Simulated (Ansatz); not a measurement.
**FH2ISSi: taking an electron away**

An exercise on one series of results from a longer session: the logs are not shown, and one member is left open.

Method: unrestricted cation, the program's frozen cores in correlated methods; program: Ansatz 0.2.0, Gaussian basis.

The runs, in order: UKS PBE-D4/def2-TZVPP; UKS r2SCAN-D4/def2-TZVPP; UKS PBE0-D4/def2-TZVPP; UKS B3LYP-D4/def2-TZVPP; UKS wB97X-V/def2-TZVPP; UKS wB97M-V/def2-TZVPP; UKS B2PLYP (frozen core with filled d shells)/def2-TZVPP; UHF-CCSD(T) with filled d shells/def2-TZVPP; UHF-MP2 with filled d shells/def2-QZVPP; extrapolation to the limit; then −ε(HOMO) from the neutral's earlier runs with LDA (SPW92), PBE-D4, revPBE-D4, BLYP-D4, r2SCAN-D4, B97M-V, PBE0-D4, B3LYP-D4, r2SCANh-D4, r2SCAN0-D4, HSE06-D4, BHLYP-D4, CAM-B3LYP-D4, LC-ωPBE, ωB97X-V, ωB97M-V.

### The geometry

The geometry comes from an earlier relaxation with PBE0-D4 in a triple-zeta def2 set; it is a stationary point. I takes the def2 core potential; no spin-orbit term is included.

SMILES `F[SiH](S)I`, 6 atoms, charge 0, spin multiplicity 1.

Atoms are counted from 1 here; the program's logs count them from 0.

Bond lengths: F1–Si2 1.591 Å, Si2–S3 2.109 Å, Si2–I4 2.425 Å, Si2–H5 1.474 Å, S3–H6 1.345 Å. Angles: F1–Si2–S3 111.7°, F1–Si2–I4 106.3°, F1–Si2–H5 108.4°, S3–Si2–I4 112.4°, S3–Si2–H5 107.4°, I4–Si2–H5 110.6°, Si2–S3–H6 94.1°.

The first run:

in.yaml

```yaml
crystal:
  periodic: [false, false, false]
  atoms:
    - {symbol: F, position_ang: [-0.102952, -1.620806, 0.774884]}
    - {symbol: Si, position_ang: [0.336611, -0.388646, -0.131160]}
    - {symbol: S, position_ang: [-1.331648, 0.618550, -0.938795]}
    - {symbol: I, position_ang: [1.688770, 1.046205, 1.279985]}
    - {symbol: H, position_ang: [1.130447, -0.901662, -1.262426]}
    - {symbol: H, position_ang: [-1.679128, 1.182359, 0.231311]}
basis:
  gaussian: {orbitals: def2-TZVPP}
total_charge: 1
magnetization: {spin_polarized: true, initial_magnetization: 1}
hamiltonian: {xc: pbe, dispersion: d4}
```

Among the steps run: Cation, UKS PBE-D4/def2-TZVPP; Cation, UKS r2SCAN-D4/def2-TZVPP; Cation, UKS PBE0-D4/def2-TZVPP; Cation, UKS B3LYP-D4/def2-TZVPP; Cation, UKS wB97X-V/def2-TZVPP; Cation, UKS wB97M-V/def2-TZVPP; Cation, UKS B2PLYP (frozen core with filled d shells)/def2-TZVPP; Cation, UHF-CCSD(T) with filled d shells/def2-TZVPP; Cation, UHF-MP2 with filled d shells/def2-QZVPP.

One of the session's tables, all rows but one given; the rest of the session is left out.

It belongs to the step «Ionisation energies side by side». Orbital estimates, from the neutral's runs:

| functional | −ε(HOMO) (eV) |
| --- | --- |
| LDA (SPW92) | 6.79 |
| PBE-D4 | 6.64 |
| revPBE-D4 | 6.59 |
| BLYP-D4 | 6.45 |
| r2SCAN-D4 | 6.95 |
| B97M-V | 6.98 |
| PBE0-D4 | 7.82 |
| B3LYP-D4 | 7.56 |
| r2SCANh-D4 | 7.38 |
| r2SCAN0-D4 | 8.02 |
| HSE06-D4 | ? |
| BHLYP-D4 | 8.81 |
| CAM-B3LYP-D4 | 9.07 |
| LC-ωPBE | 10.44 |
| ωB97X-V | 10.08 |
| ωB97M-V | 9.93 |

**Question.** Estimate the row for HSE06-D4.

The run gave: −ε(HOMO) (eV): 7.43. In the column «−ε(HOMO) (eV)» it lies between r2SCANh-D4 (7.38) and B3LYP-D4 (7.56).
